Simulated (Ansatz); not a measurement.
**AlGaH₂+ (doublet): the correlation ladder, cc-pVTZ**

The task here is to estimate one member of a computed series from the others.

Program: Ansatz 0.2.0, Gaussian basis. Level of theory: cc-pVTZ, core rule «outside noble gas», up to 19 orbitals frozen. These are calculated values, not measurements.

To be run: UHF; CCSD(T) on ROHF; CCSD(T) on UHF; BCCD(T) on ROHF; CCSDT(Q) on ROHF; CCSDT(Q) on UHF.

16 further runs of the same task are left out: 9 for a known fault of the program, 1 that didn't finish, 6 set aside as unsound or not needed.

## What is computed

The geometry is a PBE0/def2-TZVP stationary point (not a proven minimum) of the parent state, kept for this charge and spin. No spin-orbit coupling is included. The filled d shell of Ga may be among the frozen orbitals whatever the setting's name suggests; the logs give the count.

4 atoms, charge 1, spin multiplicity 2.

Atoms are counted from 1 here; the program's logs count them from 0.

Bond lengths: Al1–Ga2 2.484 Å, Ga2–H3 1.566 Å, Ga2–H4 1.566 Å. Angles: Al1–Ga2–H3 116.1°, Al1–Ga2–H4 116.1°, H3–Ga2–H4 127.9°.

The first run:

in.yaml

```yaml
crystal:
  periodic: [false, false, false]
  atoms:
    - {symbol: Al, position_ang: [0.000000, 0.000000, 1.818997]}
    - {symbol: Ga, position_ang: [0.000000, 0.000000, -0.664806]}
    - {symbol: H, position_ang: [0.000000, 1.407254, -1.352806]}
    - {symbol: H, position_ang: [0.000000, -1.407254, -1.352806]}
basis:
  gaussian: {orbitals: cc-pVTZ}
total_charge: 1
magnetization: {spin_polarized: true, initial_magnetization: 1}
hamiltonian: {xc: hf}
output: {orbitals: {seedname: orbitals}}
```

Run with:

```
ansatz run in.yaml --threads 1 --pin off --events-out ev --progress --plain --max-ram 4096MiB --backend cpu
```

Among the steps run: UHF; CCSD(T) on ROHF; CCSD(T) on UHF; BCCD(T) on ROHF; CCSDT(Q) on ROHF; CCSDT(Q) on UHF.

One table of the session follows, with a row left open; its other results are not shown here.

| method | from UCCSDT(Q) (kcal/mol) |
| --- | --- |
| ROHF | +87.27 |
| UHF | +84.35 |
| RMP2 | +21.10 |
| UMP2 | +20.91 |
| RCCSD | +2.82 |
| UCCSD | ? |
| RCCSD(T) | +0.68 |
| UCCSD(T) | +0.62 |
| BCCD(T) | +0.68 |
| RCCSDT | +0.14 |
| UCCSDT | +0.07 |
| RCCSDT(Q) | +0.06 |
| UCCSDT(Q) | 0 |

**Question.** Estimate the row for UCCSD.

As computed: from UCCSDT(Q) (kcal/mol): +2.61. In the column «from UCCSDT(Q) (kcal/mol)» it lies between BCCD(T) (+0.68) and RCCSD (+2.82).

Among the levels timed on like hardware and quicker than the yardstick, those that no quicker one beats, quickest first: RCCSD(T) (4.4 s, +0.68 kcal/mol); UCCSD(T) (6 s, +0.62 kcal/mol); RCCSDT(Q) (9.5 s, +0.06 kcal/mol).

Caveats from the session: Restricted and unrestricted rows rest on different reference determinants; where their highest levels disagree by more than a few hundredths of an eV, they describe different states and don't form one ladder.
